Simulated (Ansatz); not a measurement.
# GeH₅OSi radical: up Jacob's ladder to CCSD(T)

The task here is to estimate one member of a computed series from the others.

Computed with Ansatz 0.2.0, Gaussian basis. Level: functionals in def2-TZVPP, the program's frozen cores in correlated methods.

Levels to be run: LDA (SPW92), PBE-D4, revPBE-D4, BLYP-D4, r2SCAN-D4, B97M-V, PBE0-D4, B3LYP-D4, r2SCANh-D4, r2SCAN0-D4, HSE06-D4, BHLYP-D4, CAM-B3LYP-D4, LC-ωPBE, ωB97X-V, ωB97M-V, B2PLYP, PBE-QIDH; CCSD(T)/def2-SVP; CCSD(T)/def2-TZVPP; MP2/def2-QZVPP; extrapolation to the limit; RPA on PBE.

### The geometry

An earlier PBE0-D4 in a triple-zeta def2 set relaxation fixed the geometry.

SMILES `[SiH3][O][GeH2]`, 8 atoms, charge 0, spin multiplicity 2.

Atoms are counted from 1 here; the program's logs count them from 0.

Bond lengths: Si1–O2 1.638 Å, Si1–H4 1.487 Å, Si1–H5 1.490 Å, Si1–H6 1.484 Å, O2–Ge3 1.778 Å, Ge3–H7 1.553 Å, Ge3–H8 1.547 Å. Angles: O2–Si1–H4 110.7°, O2–Si1–H5 110.8°, O2–Si1–H6 108.1°, H4–Si1–H5 108.4°, H4–Si1–H6 109.3°, H5–Si1–H6 109.5°, Si1–O2–Ge3 135.0°, O2–Ge3–H7 107.5°, O2–Ge3–H8 104.7°, H7–Ge3–H8 112.4°.

Set-up of the first run:

Input file in.yaml:

```yaml
crystal:
  periodic: [false, false, false]
  atoms:
    - {symbol: Si, position_ang: [-0.641807, 1.076869, -0.417204]}
    - {symbol: O, position_ang: [-0.443449, -0.350860, 0.360579]}
    - {symbol: Ge, position_ang: [0.708830, -1.698828, 0.237356]}
    - {symbol: H, position_ang: [-1.400798, 0.885516, -1.681745]}
    - {symbol: H, position_ang: [0.676877, 1.686326, -0.747613]}
    - {symbol: H, position_ang: [-1.398039, 1.988519, 0.476397]}
    - {symbol: H, position_ang: [2.138520, -1.091494, 0.215287]}
    - {symbol: H, position_ang: [0.451965, -2.553147, 1.501143]}
basis:
  gaussian: {orbitals: def2-TZVPP}
magnetization: {spin_polarized: true, initial_magnetization: 1}
hamiltonian: {xc: lda}
output: {orbitals: {seedname: orbitals}}
```

The run is started by

```sh
$ ansatz run in.yaml --threads 4 --pin off --events-out ev --progress --plain --max-ram 10444MiB
```

Among the steps run: LDA; PBE-D4 (GGA); revPBE-D4 (GGA); BLYP-D4 (GGA); r2SCAN-D4 (meta-GGA); B97M-V (meta-GGA); PBE0-D4 (hybrid); B3LYP-D4 (hybrid); r2SCANh-D4 (hybrid); r2SCAN0-D4 (hybrid); HSE06-D4 (hybrid); BHLYP-D4 (hybrid); CAM-B3LYP-D4 (range-separated); LC-ωPBE (range-separated); ωB97X-V (range-separated); ωB97M-V (range-separated); B2PLYP (double hybrid); PBE-QIDH (double hybrid).

One table of the session follows, with a row left open; its other results are not shown here.

It belongs to the step «Orbital energies across the functionals». 

| functional | HOMO (eV) | LUMO (eV) | gap (eV) |
| --- | --- | --- | --- |
| LDA (SPW92) | -5.16 | -4.19 | 0.97 |
| PBE-D4 | -5.16 | -3.84 | 1.32 |
| revPBE-D4 | -5.14 | -3.70 | 1.44 |
| BLYP-D4 | -4.97 | -3.89 | 1.08 |
| r2SCAN-D4 | -5.55 | -3.46 | 2.09 |
| B97M-V | ? | ? | ? |
| PBE0-D4 | -6.33 | -2.89 | 3.45 |
| B3LYP-D4 | -6.07 | -3.32 | 2.74 |
| r2SCANh-D4 | -5.98 | -3.13 | 2.85 |
| r2SCAN0-D4 | -6.62 | -2.64 | 3.98 |
| HSE06-D4 | -5.94 | -3.27 | 2.67 |
| BHLYP-D4 | -7.33 | -2.08 | 5.25 |
| CAM-B3LYP-D4 | -7.57 | -1.99 | 5.58 |
| LC-ωPBE | -8.98 | -0.52 | 8.47 |
| ωB97X-V | -8.50 | -1.00 | 7.50 |
| ωB97M-V | -8.35 | -1.09 | 7.26 |

**Question.** Estimate the row for B97M-V.

As computed: HOMO (eV): -5.42; LUMO (eV): -4.06; gap (eV): 1.36. In the column «HOMO (eV)» it lies between r2SCAN-D4 (-5.55) and LDA (SPW92) (-5.16).
